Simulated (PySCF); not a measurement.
# C6H5I: the cost of one run

Programs: PySCF 2.14.0, with routines of our own; each step states its level. All values are computed. Atoms count from 0.

## (1) The system as given

12 atoms, charge 0, multiplicity 1; geometry from: GFN2-xTB.

## (2) Relaxing the molecule at PBE0-D3(BJ)/def2-SVP

Job settings and geometry (Å):

```
{"job": {"xc": "PBE0", "basis": "def2-SVP", "d3": "d3bj", "grid": 1, "maxiter": 30, "shake": 0.01, "kind": "geom"}, "charge": 0, "multiplicity": 1}
I      3.377520    -0.569670    -0.177380
C      1.261820    -0.210160    -0.072540
C      0.770520     1.089560    -0.054740
C     -0.541800     1.309390     0.023610
C     -1.452700     0.228440     0.065550
C     -0.961210    -1.053840     0.048230
C      0.416110    -1.288330    -0.022320
H      1.487680     1.933130    -0.089010
H     -0.954060     2.323920     0.065310
H     -2.516730     0.405400     0.143150
H     -1.643110    -1.901900     0.097080
H      0.795640    -2.294210    -0.035960
```

On the command line:

```bash
OMP_NUM_THREADS=1 python heavy_run.py task.json out
```

The driver reads the jobs from task.json and runs them one after another.

**Question.** How long does this first job take on 1 thread of Arm Neoverse V1, shared host, and how much memory does it need?

About 67 s, with a peak of 0.53 GiB.
